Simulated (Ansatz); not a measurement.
# C6HF4 radical: energies up the ladder

One table from this session's results is given with a row withheld; the runs are named, their logs left out.

Computed with Ansatz 0.2.0 (the levels named in each step, unless a step's input says otherwise).

## The system as given

Bond lengths: F1–C2 1.331 Å, C2–C3 1.365 Å, C3–C4 1.358 Å, C4–C5 1.393 Å, C5–F6 1.335 Å, C5–C7 1.393 Å, C7–F8 1.336 Å, C2–C9 1.403 Å, C7–C9 1.392 Å, C9–F10 1.334 Å, C4–H11 1.078 Å. Angles (14 of 16 angles, heavy atoms first): F1–C2–C3 123.5°, F1–C2–C9 119.4°, C3–C2–C9 117.1°, C2–C3–C4 125.4°, C3–C4–C5 117.3°, C4–C5–F6 119.7°, C4–C5–C7 120.3°, F6–C5–C7 120.0°, C5–C7–F8 120.3°, C5–C7–C9 120.1°, F8–C7–C9 119.6°, C2–C9–C7 119.9°, C2–C9–F10 119.9°, C7–C9–F10 120.2°.

As a file:

```xyz
11

F     2.5489   -1.1595    0.0722
C     1.2474   -0.8869    0.0201
C     0.2795   -1.8454   -0.0720
C    -1.0573   -1.6107   -0.1276
C    -1.4742   -0.2819   -0.0844
F    -2.7768    0.0051   -0.1356
C    -0.5387    0.7454    0.0086
F    -0.9391    2.0191    0.0508
C     0.8208    0.4489    0.0604
F     1.7186    1.4314    0.1465
H    -1.7886   -2.3994   -0.2015
```

The first run:

input.yaml reads:

```yaml
crystal:
  periodic: [false, false, false]
  atoms:
    - { symbol: F, position_ang: [2.54889, -1.15948, 0.07223] }
    - { symbol: C, position_ang: [1.24742, -0.88694, 0.02011] }
    - { symbol: C, position_ang: [0.27946, -1.84542, -0.07202] }
    - { symbol: C, position_ang: [-1.05725, -1.61072, -0.12757] }
    - { symbol: C, position_ang: [-1.47415, -0.28186, -0.08441] }
    - { symbol: F, position_ang: [-2.77678, 0.00508, -0.13562] }
    - { symbol: C, position_ang: [-0.53871, 0.74545, 0.00858] }
    - { symbol: F, position_ang: [-0.93907, 2.01912, 0.0508] }
    - { symbol: C, position_ang: [0.82082, 0.44886, 0.06043] }
    - { symbol: F, position_ang: [1.71856, 1.43141, 0.14648] }
    - { symbol: H, position_ang: [-1.78862, -2.39941, -0.20149] }
magnetization:
  spin_polarized: true
  initial_magnetization: 1
basis:
  gaussian: { orbitals: def2-SVPD }
hamiltonian:
  xc: pbe
  dispersion: d4
relax:
  f_tol: 0.03
  max_steps: 200
```

Launch:

```sh
> ansatz run input.yaml --threads 8 --pin off --max-ram 22528MiB --backend cpu --events-out ev --progress --plain --runs-dir out
```

Steps of the session up to this table: A rough first relaxation, PBE-D4/def2-SVPD; Relaxation, PBE0-D4/def2-TZVPD; Relaxation, PBE0-D4/def2-SVPD; Frequencies, PBE0-D4/def2-SVPD; Single point, PBE-D4/def2-TZVPPD; Single point, r2SCAN-D4/def2-TZVPPD; Single point, B3LYP-D4/def2-TZVPPD; Single point, wB97M-V/def2-TZVPPD; Single point, B2PLYP/def2-TZVPPD; Single point, PBE0-D4/def2-TZVPPD; Single point, LDA/def2-TZVPPD; Single point, PBE0-D4/def2-SVPD; Single point, PBE-D4/def2-SVPD; The anion of multiplicity 1 at the same geometry, PBE0-D4/def2-TZVPPD; The anion of multiplicity 1 at the same geometry, PBE-D4/def2-TZVPPD; The anion of multiplicity 1 at the same geometry, r2SCAN-D4/def2-TZVPPD; The anion of multiplicity 1 at the same geometry, B3LYP-D4/def2-TZVPPD; The anion of multiplicity 1 at the same geometry, wB97M-V/def2-TZVPPD; The anion of multiplicity 1 at the same geometry, B2PLYP/def2-TZVPPD.

One of the session's tables, all rows but one given; the rest of the session is left out.

It belongs to the step «Vertical electron affinity». 

```
                level  vertical electron affinity (eV)  from B2PLYP/def2-TZVPPD (eV)
  PBE0-D4/def2-TZVPPD                            1.945                        -0.093
   PBE-D4/def2-TZVPPD                            2.016                        -0.022
r2SCAN-D4/def2-TZVPPD                            1.826                        -0.212
 B3LYP-D4/def2-TZVPPD                                ?                             ?
  wB97M-V/def2-TZVPPD                            2.083                        +0.045
   B2PLYP/def2-TZVPPD                            2.038                        -0.000
```

**Question.** Estimate the row for B3LYP-D4/def2-TZVPPD.

The run gave: vertical electron affinity (eV): 2.101; from B2PLYP/def2-TZVPPD (eV): +0.063. In the column «vertical electron affinity (eV)» it is the highest.
